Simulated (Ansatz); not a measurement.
I need a short molecular-dynamics run of ClFSn, SMILES [F][Sn][Cl]. Use the Python package of Ansatz (0.2.0). Settings: B3LYP, def2-SVP basis, multiplicity 1.

```xyz
3

F    -1.4524    0.3214   -0.7683
Sn    0.1371    0.7949    0.1642
Cl    1.3044   -1.1811    0.5909
```

`clfsn.py`:
```python
"""A short Born-Oppenheimer trajectory of ClFSn."""

import ansatz as az
import numpy as np

geometry_ang = [
    ("F", (-1.4524, 0.3214, -0.7683)),
    ("Sn", (0.1371, 0.7949, 0.1642)),
    ("Cl", (1.3044, -1.1811, 0.5909)),
]
geometry = az.Crystal.molecule()
for symbol, xyz in geometry_ang:
    geometry = geometry.atom(symbol, xyz)

base = (
    geometry.calculation()
    .basis(gaussian="def2-SVP")
    .functional("b3lyp")
    .md("nve", timestep=1.0, steps=30, temperature=200, initial_velocities="maxwell_boltzmann", seed=42)
)
frames = []
out = base.session().plan().execute(on_event=lambda e: frames.append(e["data"]) if e["event"] == "md_step" else None)
print("t (fs)   E_pot (eV)      E_kin (eV)   T (K)   d(0-1) (A)")
for f in frames[::2]:
    xyz = np.array(f["positions_ang"])
    print(f"{f['time_fs']:6.2f} {f['lagrangian_ev']:14.5f} {f['e_kin_ev']:10.5f} {f['temperature_k']:8.1f} {np.linalg.norm(xyz[0] - xyz[1]):9.4f}")
kept = np.array([f["conserved_ev"] for f in frames])
print(f"conserved energy moves by at most {1000 * np.ptp(kept):.3f} meV")
```

```console
$ python clfsn.py
t (fs)   E_pot (eV)      E_kin (eV)   T (K)   d(0-1) (A)
  0.00   -21069.49817    0.02585    200.0    1.9027
  2.00   -21069.50591    0.03355    259.5    1.9097
  4.00   -21069.51888    0.04646    359.5    1.9202
  6.00   -21069.53349    0.06102    472.1    1.9335
  8.00   -21069.54640    0.07390    571.7    1.9487
 10.00   -21069.55528    0.08276    640.3    1.9651
 12.00   -21069.55904    0.08653    669.4    1.9816
 14.00   -21069.55781    0.08531    660.0    1.9975
 16.00   -21069.55258    0.08012    619.8    2.0120
 18.00   -21069.54490    0.07246    560.5    2.0247
 20.00   -21069.53643    0.06402    495.3    2.0348
 22.00   -21069.52878    0.05638    436.2    2.0421
 24.00   -21069.52323    0.05085    393.4    2.0463
 26.00   -21069.52066    0.04829    373.6    2.0472
 28.00   -21069.52147    0.04910    379.8    2.0449
 30.00   -21069.52550    0.05311    410.9    2.0393
conserved energy moves by at most 0.202 meV
```

Reading the output:
- Total energies depend on the basis set; only differences at equal settings carry meaning.
- The trajectory is only some femtoseconds long, so its temperature is not equilibrated; where the script doesn't relax first, it starts from a rough generated geometry.
- def2 sets replace the cores of elements past krypton by effective core potentials.
- b3lyp holds the VWN-RPA fit, as in Gaussian; the form of ORCA and Turbomole is b3lyp5.
- The temperature counts the internal degrees of freedom alone.
- The whole script took 54 s on 1 thread of Arm Neoverse V2 (shared host), peak memory 0.19 GiB.
